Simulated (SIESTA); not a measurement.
Crystal: LiO8.

```
CELL_PARAMETERS angstrom
3.94921 -2.95066 0.00000
3.94921 2.95066 0.00000
-2.85692 0.00000 4.40431
ATOMIC_POSITIONS crystal
O 0.82741 0.82741 0.51785
O 0.15043 0.15043 0.47631
O 0.69959 0.69959 0.58396
O 0.27569 0.27569 0.40642
O 0.77292 0.33490 0.96372
O 0.63389 0.21297 0.03192
O 0.21297 0.63389 0.03192
O 0.33490 0.77292 0.96372
Li 0.78275 0.78275 0.05785
```

The cell comes from a database or a generator and needn't be the stable form of this composition.

```yaml
Program: SIESTA 5.4.2
Task: single point
Functional: PBE
Potentials_or_basis: PseudoDojo 0.4 standard (PBE files)
Basis: DZP (energy shift 0.003 Ry; two zetas on semicore shells)
Grid_cutoff: 800 Ry
Energy_shift: 0.003 Ry
k_mesh: 6 × 6 × 6
Occupations: fermi-dirac, width 0.05 eV
Spin: no spin polarisation
```

On this cell: pressure -1.6 GPa; largest force 1.416 eV/Å; band gap on the k mesh none (metal or under the smearing width).

The same run follows on a disturbed copy (atoms moved at random, drawn with an rms of 0.05 Å):

```xyz
9
Lattice="3.9492 -2.9507 0.0000 3.9492 2.9507 0.0000 -2.8569 0.0000 4.4043" Properties=species:S:1:pos:R:3 pbc="T T T"
O     5.0521   -0.0164    2.2465
O    -0.1544   -0.0059    2.0779
O     3.8141    0.0088    2.6074
O     1.0344    0.0297    1.7791
O     1.6178   -1.2877    4.2777
O     3.2505   -1.2471    0.1502
O     3.3128    1.2348    0.1248
O     1.6635    1.2636    4.2939
Li    6.0406   -0.0044    0.1873
```

What does the disturbed cell give?

The energy (extrapolated to zero smearing) moves by +10.3 meV/atom; pressure -1.9 GPa; largest force 1.685 eV/Å; band gap on the k mesh none (metal or under the smearing width).

Forces on the atoms (eV/Å):
```
O   -1.113  0.115  0.795
O   -0.979  0.061  0.007
O    1.492 -0.111 -0.553
O    0.610 -0.028 -0.652
O    0.200 -0.366 -0.102
O   -0.004  0.000  0.128
O   -1.568  0.040  0.615
O    1.278  0.393 -0.519
Li   0.085 -0.106  0.282
```

Stress tensor (GPa, compression positive):
```
 4.48 -0.01 -2.31
-0.01 -4.36 -0.07
-2.31 -0.07 -5.68
```

Caveats: the basis of atomic orbitals isn't converged, which shifts pressures, moduli and gaps; an odd number of electrons without spin polarisation forces a metal; a magnetic or distorted state may lie lower.
